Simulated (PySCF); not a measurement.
**MoO₂(OH)₂: structure of the singlet**

Where does singlet MoO₂(OH)₂ go from a PBE minimum start, is the end point a minimum, and what are its modes, charges and moments?

Program: PySCF 2.14.0. Level of theory: PBE, basis Mo def2-SVP with ECP28, O def2-SVP, H def2-SVP, scalar-relativistic core potentials, no spin–orbit coupling, density fitting. These are calculated values, not measurements.

## Step 1: Starting geometry

7 atoms, charge 0, spin multiplicity 1.

Bond lengths: Mo1–O2 1.699 Å, Mo1–O3 1.699 Å, Mo1–O4 1.887 Å, Mo1–O5 1.887 Å, O4–H6 0.976 Å, O5–H7 0.976 Å. Angles: O2–Mo1–O3 109.4°, O2–Mo1–O4 110.1°, O2–Mo1–O5 108.4°, O3–Mo1–O4 108.4°, O3–Mo1–O5 110.1°, O4–Mo1–O5 110.5°, Mo1–O4–H6 122.3°, Mo1–O5–H7 122.3°.

```xyz
7
charge 0 multiplicity 1
Mo    0.0000    0.0000    0.0344
O     1.3872    0.0074    1.0160
O    -1.3872   -0.0074    1.0160
O    -0.0398    1.5492   -1.0414
O     0.0398   -1.5492   -1.0414
H     0.7535    2.0956   -1.1998
H    -0.7535   -2.0956   -1.1998
```

## Step 2: First SCF at the start

One driver script runs all steps and calls PySCF; scf.py shows how it sets up the SCF of each step. The optimiser is the driver's own. After this first run the driver tries any further starts and a stability analysis.

scf.py reads:

```python
from pyscf import gto, scf, dft
mol = gto.M(atom='''
Mo    -0.000000    -0.000000     0.034409
O      1.387171     0.007420     1.016039
O     -1.387171    -0.007420     1.016039
O     -0.039785     1.549222    -1.041390
O      0.039785    -1.549222    -1.041390
H      0.753543     2.095560    -1.199814
H     -0.753543    -2.095560    -1.199814''',
    basis={'Mo': 'def2-SVP', 'O': 'def2-SVP', 'H': 'def2-SVP'},
    ecp={'Mo': 'def2-SVP'},
    charge=0, spin=0)
mf = dft.RKS(mol, xc='PBE')
mf.grids.atom_grid = (50, 194)
aux = {'Mo': 'def2-universal-JKFIT', 'O': 'def2-universal-JKFIT', 'H': 'def2-universal-JKFIT'}
mf = mf.density_fit(auxbasis=aux)
mf.conv_tol = 1e-08
mf.diis_space = 10
mf.max_cycle = 60
mf.init_guess = 'minao'
mf.verbose = 4
mf.kernel()
```

Command:

```
$ OMP_NUM_THREADS=2 python axn.py task.json out
```

The runs that follow: PBE minimum start, singlet: relaxation; Is it a minimum? Harmonic modes.

Before running it: what results should come out? Wanted: minimum; geometry; wavenumbers; dipole moment; highest occupied, lowest empty level; polar-tensor charge of Mo1; zero-point energy; atomisation energy.

The runs gave:

| quantity | value |
| --- | --- |
| minimum | singlet, C2 |
| geometry | Mo–O 1.699 Å (×2), Mo–O 1.887 Å (×2), O–H 0.976 Å (×2); H–O–Mo 122.4° (×2), O–Mo–O 108.4° (×2), O–Mo–O 109.4°, O–Mo–O 110.1° (×2), O–Mo–O 110.5° |
| wavenumbers (cm⁻¹) | 187 (a), 219 (a), 222 (b), 263 (b), 264 (a), 292 (b), 352 (a), 585 (b), 598 (a), 712 (a), 735 (b), 992 (b), 1003 (a), 3732 (b), 3737 (a) |
| dipole moment | 2.69 D |
| highest occupied, lowest empty level | -7.38, -3.01 eV |
| polar-tensor charge of Mo1 | +2.10 e |
| zero-point energy | 83.1 kJ/mol |
| entropy at 298.15 K | 334.9 J/(mol K) |
| atomisation energy (no zero-point energy) | 3220 kJ/mol |

The molecule stays C2, as typed, and the end point is a minimum. The strongest infrared band lies at 3732 cm⁻¹ (b). Other starts or spin states, not run here, may lie lower. Whether spin polarisation would lower the closed shell was not checked.
